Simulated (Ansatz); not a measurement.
# CH₅BCl₂S: basis-set convergence

Aim: see how fast density functionals converge with the basis set for CH₅BCl₂S.

Computed with Ansatz 0.2.0, Gaussian basis. Level: one geometry, several basis sets.

Plan: PBE0-D4/def2-SVP; ωB97M-V/def2-SVP; PBE0-D4/def2-QZVPP; ωB97M-V/def2-QZVPP; the functionals' def2-TZVPP values are taken from earlier runs.

## Step 1: Structure used throughout

An earlier PBE0-D4 in a triple-zeta def2 set relaxation fixed the geometry.

10 atoms, charge 0, spin multiplicity 1.

Atoms are counted from 1 here; the program's logs count them from 0.

Bond lengths: C1–B2 1.577 Å, C1–H6 1.093 Å, C1–H7 1.093 Å, C1–H8 1.094 Å, B2–S3 2.148 Å, B2–Cl4 1.823 Å, B2–Cl5 1.820 Å, S3–H9 1.346 Å, S3–H10 1.344 Å. Angles: B2–C1–H6 112.5°, B2–C1–H7 112.6°, B2–C1–H8 108.1°, H6–C1–H7 109.0°, H6–C1–H8 107.3°, H7–C1–H8 107.0°, C1–B2–S3 104.3°, C1–B2–Cl4 116.3°, C1–B2–Cl5 116.1°, S3–B2–Cl4 99.1°, S3–B2–Cl5 104.3°, Cl4–B2–Cl5 113.8°, B2–S3–H9 99.9°, B2–S3–H10 96.1°, H9–S3–H10 92.9°.

## Step 2: PBE0-D4 in def2-SVP

in.yaml

```yaml
crystal:
  periodic: [false, false, false]
  atoms:
    - {symbol: C, position_ang: [-1.267169, -0.415323, 0.262118]}
    - {symbol: B, position_ang: [-0.082995, 0.209097, -0.570468]}
    - {symbol: S, position_ang: [1.686090, -0.418662, 0.472939]}
    - {symbol: Cl, position_ang: [0.252622, -0.553280, -2.192425]}
    - {symbol: Cl, position_ang: [0.020811, 2.025848, -0.577974]}
    - {symbol: H, position_ang: [-1.206544, -1.504726, 0.323884]}
    - {symbol: H, position_ang: [-1.332702, -0.004638, 1.273419]}
    - {symbol: H, position_ang: [-2.205913, -0.170398, -0.244237]}
    - {symbol: H, position_ang: [1.672991, 0.454487, 1.497460]}
    - {symbol: H, position_ang: [2.545908, 0.326596, -0.241714]}
basis:
  gaussian: {orbitals: def2-SVP}
hamiltonian: {xc: pbe0, dispersion: d4}
output: {orbitals: {seedname: orbitals}}
```

On the command line:

```
$ ansatz run in.yaml --threads 4 --pin off --events-out ev --progress --plain --max-ram 10444MiB
```

The runs that follow: ωB97M-V in def2-SVP; PBE0-D4 in def2-QZVPP; ωB97M-V in def2-QZVPP.

Q: Predict the results of all the runs planned. Wanted: PBE0-D4: double and triple zeta above quadruple; ωB97M-V: double and triple zeta above quadruple.

**Answer**, as computed:

| quantity | value |
| --- | --- |
| PBE0-D4: double and triple zeta above quadruple | 15.38, 1.17 eV |
| ωB97M-V: double and triple zeta above quadruple | 15.32, 1.11 eV |

**Reading.** PBE0-D4 gains 14.21 eV from double to triple zeta, then 1.17 eV more. These are total energies; as a rule much of such shifts cancels in differences, which this series doesn't test. The LUMO of ωB97M-V is positive and keeps falling with the basis (1.87 to 0.93 eV): an unbound level that the basis holds in place.
